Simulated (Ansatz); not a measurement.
# GeH (quartet): B2PLYP, RPA-PBE over vertical spin and charge gaps, cc-pVTZ

How well do these functionals follow the top wave-function level for GeH (quartet) over vertical spin and charge gaps?

Computed with Ansatz 0.2.0, Gaussian basis. Level: cc-pVTZ, all electrons in the functionals, frozen cores in the correlation of double hybrids and RPA.

Plan: B2PLYP, RPA-PBE, at charge 0, quartet; charge 0, doublet; charge 0, sextet; charge 1, triplet; charge 1, quintet.

18 further runs of the same task are left out: 9 that didn't finish, 9 set aside as unsound or not needed.

### Step 1. The system

The geometry is a PBE0/def2-TZVP stationary point (not a proven minimum). No spin-orbit coupling is included. The filled d shell of Ge may be among the frozen orbitals whatever the setting's name suggests; the logs give the count.

2 atoms, charge 0, spin multiplicity 4.

Atoms are counted from 1 here; the program's logs count them from 0.

Bond lengths: Ge1–H2 1.572 Å.

No dispersion term is added.

The geometry shown and the zero of energy belong to the point charge 0, quartet. The yardstick, FCI, and other wave-function levels (R restricted, U unrestricted, valence and pair active spaces) come from earlier runs.

### Step 2. B2PLYP, charge 0, quartet

in.yaml

```yaml
crystal:
  periodic: [false, false, false]
  atoms:
    - {symbol: Ge, position_ang: [0.000000, 0.000000, 0.000000]}
    - {symbol: H, position_ang: [0.000000, 0.000000, 1.571873]}
basis:
  gaussian: {orbitals: cc-pVTZ}
magnetization: {spin_polarized: true, initial_magnetization: 3}
hamiltonian: {xc: {name: B2PLYP}}
correlation: {electrons: outside_noble_gas}
```

Launch:

```sh
$ ansatz run in.yaml --threads 1 --pin off --events-out ev --progress --plain --max-ram 2393MiB
```

Output:

```text
Functional definition: B2PLYP
  name "B2PLYP"
  cite "Grimme, J. Chem. Phys. 124, 034108 (2006) doi:10.1063/1.2148954"
  cite "Becke, Phys. Rev. A 38, 3098 (1988) doi:10.1103/PhysRevA.38.3098"
  cite "Lee, Yang & Parr, Phys. Rev. B 37, 785 (1988) doi:10.1103/PhysRevB.37.785"
  parameter a = 0.53
  parameter c = 0.27
  exchange = (1 - a)*b88_x + a*exact_x
  correlation = (1 - c)*lyp_c + c*(mp2_os + mp2_ss)
360 factors; integrals over basis functions are off by at most 9.2e-4 eV
mean field evaluation 1: about -56519.4511 eV, gradient 4.5e0 eV
mean field evaluation 2: about -56519.4694 eV, gradient 4.4e0 eV
mean field evaluation 4: about -56519.6392 eV, gradient 7.9e-1 eV
mean field evaluation 8: about -56519.6475 eV, gradient 5.1e-2 eV
mean field evaluation 16: about -56519.6476 eV, gradient 5.4e-5 eV
mean field -56519.64763290 eV, -2077.0587401158 hartree, gradient 3.9e-6 eV, S^2 3.755240; 0 other end points of the search recorded, 0 dependent functions left out
14 core orbitals not correlated: weight in the atoms' cores, before any rotation towards them, 0.999 or more for the frozen orbitals, at most 0.000 for the correlated occupied ones
reference -56519.64773526 eV, -2077.0587438777 hartree; 4, 1 occupied and 39, 42 virtual orbitals, 360 factors
second order -2.12710018 eV of doubles, -0.00000000 eV of singles
Total energy: -56520.22205231 eV, -2077.0798496399 hartree
```

Run time: 1.7 s. Hardware: 1 thread of Arm Neoverse V1, shared host.

From the report: ⟨S²⟩ of the determinant 3.755 (pure quartet: 3.75).

### Step 3. B2PLYP, charge 0, doublet

Changes to in.yaml since step 2:

```diff
@@ -7,3 +7,3 @@
   gaussian: {orbitals: cc-pVTZ}
-magnetization: {spin_polarized: true, initial_magnetization: 3}
+magnetization: {spin_polarized: true, initial_magnetization: 1}
 hamiltonian: {xc: {name: B2PLYP}}
```

The command is unchanged.

Output (excerpt; [...] marks lines left out):

```text
Functional definition: B2PLYP
  name "B2PLYP"
  cite "Grimme, J. Chem. Phys. 124, 034108 (2006) doi:10.1063/1.2148954"
  cite "Becke, Phys. Rev. A 38, 3098 (1988) doi:10.1103/PhysRevA.38.3098"
  cite "Lee, Yang & Parr, Phys. Rev. B 37, 785 (1988) doi:10.1103/PhysRevB.37.785"
[...]
358 factors; integrals over basis functions are off by at most 9.2e-4 eV
[...]
mean field -56521.52459583 eV, -2077.1277172315 hartree, gradient 5.6e-6 eV, S^2 0.755639; 3 other end points of the search recorded, 0 dependent functions left out
14 core orbitals not correlated: weight in the atoms' cores, before any rotation towards them, 0.999 or more for the frozen orbitals, at most 0.000 for the correlated occupied ones
reference -56521.52470124 eV, -2077.1277211050 hartree; 3, 2 occupied and 40, 41 virtual orbitals, 358 factors
second order -2.59481581 eV of doubles, -0.00000000 eV of singles
Total energy: -56522.22530151 eV, -2077.1534676900 hartree
```

Run time: 2.8 s. Hardware: 1 thread of Arm Neoverse V1, shared host.

From the report: ⟨S²⟩ of the determinant 0.756 (pure doublet: 0.75).

From charge 0, quartet: -46.2 kcal/mol.

### Step 4. B2PLYP, charge 0, sextet

Changes to in.yaml since step 3:

```diff
@@ -7,3 +7,3 @@
   gaussian: {orbitals: cc-pVTZ}
-magnetization: {spin_polarized: true, initial_magnetization: 1}
+magnetization: {spin_polarized: true, initial_magnetization: 5}
 hamiltonian: {xc: {name: B2PLYP}}
```

Same command.

Output (excerpt; [...] marks lines left out):

```text
Functional definition: B2PLYP
  name "B2PLYP"
  cite "Grimme, J. Chem. Phys. 124, 034108 (2006) doi:10.1063/1.2148954"
  cite "Becke, Phys. Rev. A 38, 3098 (1988) doi:10.1103/PhysRevA.38.3098"
  cite "Lee, Yang & Parr, Phys. Rev. B 37, 785 (1988) doi:10.1103/PhysRevB.37.785"
[...]
360 factors; integrals over basis functions are off by at most 9.2e-4 eV
[...]
mean field -56509.46586540 eV, -2076.6845670619 hartree, gradient 1.1e-6 eV, S^2 8.751121; 0 other end points of the search recorded, 0 dependent functions left out
14 core orbitals not correlated: weight in the atoms' cores, before any rotation towards them, 0.998 or more for the frozen orbitals, at most 0.001 for the correlated occupied ones
reference -56509.46598818 eV, -2076.6845715739 hartree; 5, 0 occupied and 38, 43 virtual orbitals, 360 factors
second order -0.75951624 eV of doubles, -0.00000000 eV of singles
Total energy: -56509.67105757 eV, -2076.6921077348 hartree
```

It took 1.6 s on 1 thread of Arm Neoverse V1, shared host.

From the report: ⟨S²⟩ of the determinant 8.751 (pure sextet: 8.75).

From charge 0, quartet: +243.3 kcal/mol.

### Step 5. B2PLYP, charge 1, triplet

Changes to in.yaml since step 4:

```diff
@@ -7,3 +7,4 @@
   gaussian: {orbitals: cc-pVTZ}
-magnetization: {spin_polarized: true, initial_magnetization: 5}
+total_charge: 1
+magnetization: {spin_polarized: true, initial_magnetization: 2}
 hamiltonian: {xc: {name: B2PLYP}}
```

Same command.

Output (excerpt; [...] marks lines left out):

```text
Functional definition: B2PLYP
  name "B2PLYP"
  cite "Grimme, J. Chem. Phys. 124, 034108 (2006) doi:10.1063/1.2148954"
  cite "Becke, Phys. Rev. A 38, 3098 (1988) doi:10.1103/PhysRevA.38.3098"
  cite "Lee, Yang & Parr, Phys. Rev. B 37, 785 (1988) doi:10.1103/PhysRevB.37.785"
[...]
358 factors; integrals over basis functions are off by at most 9.2e-4 eV
[...]
mean field -56511.77670515 eV, -2076.7694888564 hartree, gradient 1.8e-6 eV, S^2 2.011396; 1 other end points of the search recorded, 0 dependent functions left out
14 core orbitals not correlated: weight in the atoms' cores, before any rotation towards them, 1.000 or more for the frozen orbitals, at most 0.000 for the correlated occupied ones
reference -56511.77681443 eV, -2076.7694928721 hartree; 3, 1 occupied and 40, 42 virtual orbitals, 358 factors
second order -1.64650155 eV of doubles, -0.00000000 eV of singles
Total energy: -56512.22136985 eV, -2076.7858299824 hartree
```

Run time: 2.6 s. Hardware: 1 thread of Arm Neoverse V1, shared host.

From the report: ⟨S²⟩ of the determinant 2.011 (pure triplet: 2.00).

From charge 0, quartet: +184.5 kcal/mol.

### Step 6. B2PLYP, charge 1, quintet

Changes to in.yaml since step 5:

```diff
@@ -8,3 +8,3 @@
 total_charge: 1
-magnetization: {spin_polarized: true, initial_magnetization: 2}
+magnetization: {spin_polarized: true, initial_magnetization: 4}
 hamiltonian: {xc: {name: B2PLYP}}
```

The command is unchanged.

Output (excerpt; [...] marks lines left out):

```text
Functional definition: B2PLYP
  name "B2PLYP"
  cite "Grimme, J. Chem. Phys. 124, 034108 (2006) doi:10.1063/1.2148954"
  cite "Becke, Phys. Rev. A 38, 3098 (1988) doi:10.1103/PhysRevA.38.3098"
  cite "Lee, Yang & Parr, Phys. Rev. B 37, 785 (1988) doi:10.1103/PhysRevB.37.785"
[...]
358 factors; integrals over basis functions are off by at most 9.2e-4 eV
[...]
mean field -56504.85618262 eV, -2076.5151643442 hartree, gradient 2.7e-6 eV, S^2 6.001112; 0 other end points of the search recorded, 0 dependent functions left out
14 core orbitals not correlated: weight in the atoms' cores, before any rotation towards them, 0.998 or more for the frozen orbitals, at most 0.001 for the correlated occupied ones
reference -56504.85630530 eV, -2076.5151688524 hartree; 4, 0 occupied and 39, 43 virtual orbitals, 358 factors
second order -0.51855410 eV of doubles, -0.00000000 eV of singles
Total energy: -56504.99631490 eV, -2076.5203141105 hartree
```

Run time: 1.5 s. Hardware: 1 thread of Arm Neoverse V1, shared host.

From the report: ⟨S²⟩ of the determinant 6.001 (pure quintet: 6.00).

From charge 0, quartet: +351.1 kcal/mol.

### Step 7. RPA-PBE, charge 0, quartet

in.yaml

```yaml
crystal:
  periodic: [false, false, false]
  atoms:
    - {symbol: Ge, position_ang: [0.000000, 0.000000, 0.000000]}
    - {symbol: H, position_ang: [0.000000, 0.000000, 1.571873]}
basis:
  gaussian: {orbitals: cc-pVTZ}
magnetization: {spin_polarized: true, initial_magnetization: 3}
hamiltonian: {xc: {name: PBE}}
correlation: {method: rpa, electrons: outside_noble_gas}
```

Same command.

Output (excerpt; [...] marks lines left out):

```text
Functional definition: PBE
  name "PBE"
  cite "Perdew, Burke & Ernzerhof, Phys. Rev. Lett. 77, 3865 (1996) doi:10.1103/PhysRevLett.77.3865"
  parent pbe
[...]
360 factors; integrals over basis functions are off by at most 9.2e-4 eV
[...]
mean field -56522.83738993 eV, -2077.1759615245 hartree, gradient 6.2e-6 eV, S^2 3.751721; 0 other end points of the search recorded, 0 dependent functions left out
14 core orbitals not correlated: weight in the atoms' cores, before any rotation towards them, 0.998 or more for the frozen orbitals, at most 0.001 for the correlated occupied ones
reference -56487.22582715 eV, -2075.8672607309 hartree; 4, 1 occupied and 39, 42 virtual orbitals, 360 factors
Total energy: -56491.35576334 eV, -2076.0190330866 hartree
```

It took 1.2 s on 1 thread of Arm Neoverse V1, shared host.

From the report: ⟨S²⟩ of the determinant 3.752 (pure quartet: 3.75).

### Step 8. RPA-PBE, charge 0, doublet

Changes to in.yaml since step 7:

```diff
@@ -7,3 +7,3 @@
   gaussian: {orbitals: cc-pVTZ}
-magnetization: {spin_polarized: true, initial_magnetization: 3}
+magnetization: {spin_polarized: true, initial_magnetization: 1}
 hamiltonian: {xc: {name: PBE}}
```

The command is unchanged.

Output (excerpt; [...] marks lines left out):

```text
Functional definition: PBE
  name "PBE"
  cite "Perdew, Burke & Ernzerhof, Phys. Rev. Lett. 77, 3865 (1996) doi:10.1103/PhysRevLett.77.3865"
  parent pbe
[...]
358 factors; integrals over basis functions are off by at most 9.2e-4 eV
[...]
mean field -56524.76249324 eV, -2077.2467077663 hartree, gradient 8.6e-6 eV, S^2 0.752753; 4 other end points of the search recorded, 0 dependent functions left out
14 core orbitals not correlated: weight in the atoms' cores, before any rotation towards them, 0.999 or more for the frozen orbitals, at most 0.000 for the correlated occupied ones
reference -56488.49603064 eV, -2075.9139398482 hartree; 3, 2 occupied and 40, 41 virtual orbitals, 358 factors
Total energy: -56493.34109412 eV, -2076.0919926469 hartree
```

Run time: 2.2 s. Hardware: 1 thread of Arm Neoverse V1, shared host.

From the report: ⟨S²⟩ of the determinant 0.753 (pure doublet: 0.75).

From charge 0, quartet: -45.8 kcal/mol.

### Step 9. RPA-PBE, charge 0, sextet

Changes to in.yaml since step 8:

```diff
@@ -7,3 +7,3 @@
   gaussian: {orbitals: cc-pVTZ}
-magnetization: {spin_polarized: true, initial_magnetization: 1}
+magnetization: {spin_polarized: true, initial_magnetization: 5}
 hamiltonian: {xc: {name: PBE}}
```

Launched as before.

Output:

```text
Functional definition: PBE
  name "PBE"
  cite "Perdew, Burke & Ernzerhof, Phys. Rev. Lett. 77, 3865 (1996) doi:10.1103/PhysRevLett.77.3865"
  parent pbe
  parameter kappa = 0.804
  parameter beta = 0.06672455060314922
  exchange = pbe_x(kappa = kappa, mu = beta*pi^2/3)
  correlation = pbe_c(beta = beta)
360 factors; integrals over basis functions are off by at most 9.2e-4 eV
mean field evaluation 1: about -56512.0295 eV, gradient 1.1e1 eV
mean field evaluation 2: about -56512.0244 eV, gradient 1.1e1 eV
mean field evaluation 4: about -56512.2289 eV, gradient 3.7e-1 eV
mean field evaluation 8: about -56512.2296 eV, gradient 9.6e-4 eV
mean field -56512.22959626 eV, -2076.7861322977 hartree, gradient 9.1e-6 eV, S^2 8.751202; 0 other end points of the search recorded, 0 dependent functions left out
14 core orbitals not correlated: weight in the atoms' cores, before any rotation towards them, 0.998 or more for the frozen orbitals, at most 0.001 for the correlated occupied ones
reference -56478.73688976 eV, -2075.5552980357 hartree; 5, 0 occupied and 38, 43 virtual orbitals, 360 factors
Total energy: -56481.37062099 eV, -2075.6520858735 hartree
```

It took 1.1 s on 1 thread of Arm Neoverse V1, shared host.

From the report: ⟨S²⟩ of the determinant 8.751 (pure sextet: 8.75).

From charge 0, quartet: +230.3 kcal/mol.

### Step 10. RPA-PBE, charge 1, triplet

Changes to in.yaml since step 9:

```diff
@@ -7,3 +7,4 @@
   gaussian: {orbitals: cc-pVTZ}
-magnetization: {spin_polarized: true, initial_magnetization: 5}
+total_charge: 1
+magnetization: {spin_polarized: true, initial_magnetization: 2}
 hamiltonian: {xc: {name: PBE}}
```

Same command.

Output (excerpt; [...] marks lines left out):

```text
Functional definition: PBE
  name "PBE"
  cite "Perdew, Burke & Ernzerhof, Phys. Rev. Lett. 77, 3865 (1996) doi:10.1103/PhysRevLett.77.3865"
  parent pbe
[...]
358 factors; integrals over basis functions are off by at most 9.2e-4 eV
[...]
mean field -56514.71163767 eV, -2076.8773456371 hartree, gradient 6.6e-6 eV, S^2 2.003792; 4 other end points of the search recorded, 0 dependent functions left out
14 core orbitals not correlated: weight in the atoms' cores, before any rotation towards them, 0.999 or more for the frozen orbitals, at most 0.000 for the correlated occupied ones
reference -56479.49116316 eV, -2075.5830170721 hartree; 3, 1 occupied and 40, 42 virtual orbitals, 358 factors
Total energy: -56483.12112597 eV, -2075.7164157447 hartree
```

Run time: 1.9 s. Hardware: 1 thread of Arm Neoverse V1, shared host.

From the report: ⟨S²⟩ of the determinant 2.004 (pure triplet: 2.00).

From charge 0, quartet: +189.9 kcal/mol.

### Step 11. RPA-PBE, charge 1, quintet

Changes to in.yaml since step 10:

```diff
@@ -8,3 +8,3 @@
 total_charge: 1
-magnetization: {spin_polarized: true, initial_magnetization: 2}
+magnetization: {spin_polarized: true, initial_magnetization: 4}
 hamiltonian: {xc: {name: PBE}}
```

The command is unchanged.

Output:

```text
Functional definition: PBE
  name "PBE"
  cite "Perdew, Burke & Ernzerhof, Phys. Rev. Lett. 77, 3865 (1996) doi:10.1103/PhysRevLett.77.3865"
  parent pbe
  parameter kappa = 0.804
  parameter beta = 0.06672455060314922
  exchange = pbe_x(kappa = kappa, mu = beta*pi^2/3)
  correlation = pbe_c(beta = beta)
358 factors; integrals over basis functions are off by at most 9.2e-4 eV
mean field evaluation 1: about -56507.2246 eV, gradient 4.7e0 eV
mean field evaluation 2: about -56507.2227 eV, gradient 4.7e0 eV
mean field evaluation 4: about -56507.3292 eV, gradient 5.3e-1 eV
mean field evaluation 8: about -56507.3299 eV, gradient 1.4e-3 eV
mean field -56507.32994176 eV, -2076.6060733156 hartree, gradient 1.1e-6 eV, S^2 6.001180; 0 other end points of the search recorded, 0 dependent functions left out
14 core orbitals not correlated: weight in the atoms' cores, before any rotation towards them, 0.997 or more for the frozen orbitals, at most 0.001 for the correlated occupied ones
reference -56474.17522671 eV, -2075.3876600107 hartree; 4, 0 occupied and 39, 43 virtual orbitals, 358 factors
Total energy: -56476.35129645 eV, -2075.4676290987 hartree
```

Run time: 1.1 s. Hardware: 1 thread of Arm Neoverse V1, shared host.

From the report: ⟨S²⟩ of the determinant 6.001 (pure quintet: 6.00).

From charge 0, quartet: +346.0 kcal/mol.

### Step 12. Against the wave-function levels

The yardstick is full CI for this spin, exact in this basis with these frozen cores. It comes from earlier runs at the same points. Energies in kcal/mol, counted from charge 0, quartet; blanks weren't run or aren't comparable.

```tsv
level	quartet to doublet	quartet to sextet	ionisation to the triplet cation	ionisation to the quintet cation
FCI	-41.2	231.0	188.6	342.0
B2PLYP	-46.2	243.3	184.5	351.1
RPA-PBE	-45.8	230.3	189.9	346.0
```

Largest miss and mean time a point (FCI took 37 s a point; shared hosts):

```tsv
level	largest miss (kcal/mol)	where	time a point
B2PLYP	+12.3	quartet to sextet	2 s
RPA-PBE	-4.6	quartet to doublet	1.5 s
```

### Step 13. What came out

| quantity | value |
| --- | --- |
| quartet to doublet, FCI | -41.2 kcal/mol |
| quartet to sextet, FCI | 231.0 kcal/mol |
| ionisation to the triplet cation, FCI | 188.6 kcal/mol |
| ionisation to the quintet cation, FCI | 342.0 kcal/mol |
| largest miss, B2PLYP | +12.3 kcal/mol (quartet to sextet) |
| largest miss, RPA-PBE | -4.6 kcal/mol (quartet to doublet) |

In words: Of the functionals, RPA-PBE keep the smallest largest miss at the points compared (at most 4.6 kcal/mol) and B2PLYP strays most (12.3 kcal/mol, at quartet to sextet). Functionals and the yardstick converge differently with the basis, so part of each miss in cc-pVTZ is the basis.
